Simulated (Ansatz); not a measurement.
# CH3F2NSi: the cost of one run

Program: the Python package of Ansatz 0.2.0. The levels of theory stand in the script. These are calculated values, not measurements.

**1. The system**

Bond lengths: F1–Si2 1.590 Å, Si2–F3 1.564 Å, Si2–C4 1.765 Å, Si2–N5 1.713 Å, C4–N5 1.459 Å, C4–H6 1.135 Å, C4–H7 1.060 Å, N5–H8 1.002 Å. Angles (14 of 15 angles, heavy atoms first): F1–Si2–F3 114.2°, F1–Si2–C4 123.9°, F1–Si2–N5 104.2°, F3–Si2–C4 119.5°, F3–Si2–N5 103.2°, C4–Si2–N5 49.6°, Si2–C4–N5 63.4°, Si2–N5–C4 67.1°, Si2–C4–H6 118.3°, Si2–C4–H7 120.4°, N5–C4–H6 114.0°, N5–C4–H7 116.3°, Si2–N5–H8 101.9°, C4–N5–H8 113.2°.

The script holds or builds the structure itself.

**2. The script**

The input, methods.py:

```python
from pathlib import Path
import warnings

import ansatz as az
import numpy as np

warnings.simplefilter("ignore", az.DeckWarning)

geometry_ang = [
    ("F", (0.5289, -0.0146, 2.0308)),
    ("Si", (0.8156, -0.0126, 0.4673)),
    ("F", (1.9985, -0.938, 0.0299)),
    ("C", (-0.3345, 0.5575, -0.7441)),
    ("N", (-0.556, -0.7827, -0.2119)),
    ("H", (-1.1178, 1.3154, -0.4282)),
    ("H", (-0.0532, 0.6171, -1.7641)),
    ("H", (-1.1893, -0.7991, 0.5646)),
]
geometry = az.Crystal.molecule()
for symbol, xyz in geometry_ang:
    geometry = geometry.atom(symbol, xyz)

calc = (
    geometry.calculation()
    .basis(gaussian="cc-pVDZ")
    .accuracy("medium")
)

print("functional    E (Ha)        dipole (D)   HOMO (eV)  LUMO (eV)")
for name in ["hse06", "revpbe", "cam_b3lyp", "r2scan", "lc_wpbe"]:
    summary = calc.functional(name).forces().orbitals().run(threads=1, runs_dir="runs").report
    lines = Path(summary["orbitals_path"]).read_text().splitlines()
    field_of = lambda key: [line.split("=")[1].strip() for line in lines if line.startswith(key)]
    orbitals = [(27.211386 * float(e), s, float(n)) for e, s, n in zip(field_of("Ene="), field_of("Spin="), field_of("Occup="))]
    homo = max(e for e, _, n in orbitals if n > 0.5)
    lumo = min(e for e, _, n in orbitals if n < 0.5)
    dipole = 4.803205 * np.linalg.norm(summary["charge_distribution"]["dipole_moment_e_ang"])
    print(f"{name:10s} {summary['free_energy_ev'] / 27.211386246:14.6f} {dipole:9.3f} {homo:11.3f} {lumo:10.3f}")
```

**3. The input behind the calls**

The package turns the script's settings into the engine's input (first run):

```yaml
crystal:
  periodic: [false, false, false]
  atoms:
    - { symbol: F, position_ang: [0.5289, -0.0146, 2.0308] }
    - { symbol: Si, position_ang: [0.8156, -0.0126, 0.4673] }
    - { symbol: F, position_ang: [1.9985, -0.938, 0.0299] }
    - { symbol: C, position_ang: [-0.3345, 0.5575, -0.7441] }
    - { symbol: "N", position_ang: [-0.556, -0.7827, -0.2119] }
    - { symbol: H, position_ang: [-1.1178, 1.3154, -0.4282] }
    - { symbol: H, position_ang: [-0.0532, 0.6171, -1.7641] }
    - { symbol: H, position_ang: [-1.1893, -0.7991, 0.5646] }
accuracy: medium
basis:
  gaussian:
    orbitals: cc-pVDZ
hamiltonian:
  xc: hse06
output:
  orbitals: {}
  forces: true
```

**4. The run**

On the command line:

```sh
$ python methods.py
```

Q: Estimate wall time and peak memory on 1 thread of Arm Neoverse V2, shared host.

About 16 s, with a peak of 0.26 GiB.
